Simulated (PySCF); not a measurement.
# C7H8O2S2: the cost of one run

The runs use PySCF 2.14.0, with density-fitted response routines of our own; the level of theory stands in each step. All values are computed, except where a source is named. Atoms count from 0, in the outputs and in this text.

**1. Starting geometry**

19 atoms, charge 0, multiplicity 1; geometry from: GFN2-xTB. The atoms were then displaced at random by about 0.01 Å, so the start is not that level's minimum.

Bonds of the start (Å): C0–O1 1.39, O1–C2 1.33, C2–O3 1.21, C2–C4 1.48, C4–C5 1.38, C5–C6 1.42, C6–S7 1.76, S7–C8 1.83, C6–C9 1.37, C9–S10 1.72, S10–C4 1.71, C0–H11 1.10, C0–H12 1.08, C0–H13 1.12, C5–H14 1.06, C8–H15 1.07, C8–H16 1.10, C8–H17 1.08, C9–H18 1.08.

**2. Geometry optimisation at PBE0-D3(BJ)/def2-SVP**

Job settings and geometry (Å):

```
{"job": {"xc": "PBE0", "basis": "def2-SVP", "d3": "d3bj", "grid": 1, "shake": 0.01, "kind": "geom"}, "charge": 0, "multiplicity": 1}
C     -4.053840     0.161080    -0.530450
O     -2.769410    -0.277360    -0.830980
C     -1.768960     0.278600    -0.156040
O     -1.840210     1.150780     0.679690
C     -0.471780    -0.302980    -0.555610
C      0.755980     0.047290    -0.044160
C      1.812990    -0.701180    -0.630560
S      3.533190    -0.570350    -0.261640
C      3.543310     0.785990     0.971490
C      1.338600    -1.585930    -1.560190
S     -0.369370    -1.533210    -1.740410
H     -4.603950     0.265280    -1.472610
H     -4.599350    -0.524020     0.108220
H     -4.041650     1.159870    -0.029700
H      0.865950     0.782400     0.717870
H      2.974920     0.517780     1.841590
H      3.158890     1.698190     0.495460
H      4.580130     0.923330     1.221580
H      1.923850    -2.268490    -2.157320
```

On the command line:

```
OMP_NUM_THREADS=1 python probes_run.py task.json out
```

The driver reads the jobs from task.json and runs them one after another.

**Question.** How long does this first job take on 1 thread of Intel Xeon at 2.50GHz, shared host, and how much memory does it need?

About 14 min, with a peak of 0.91 GiB.
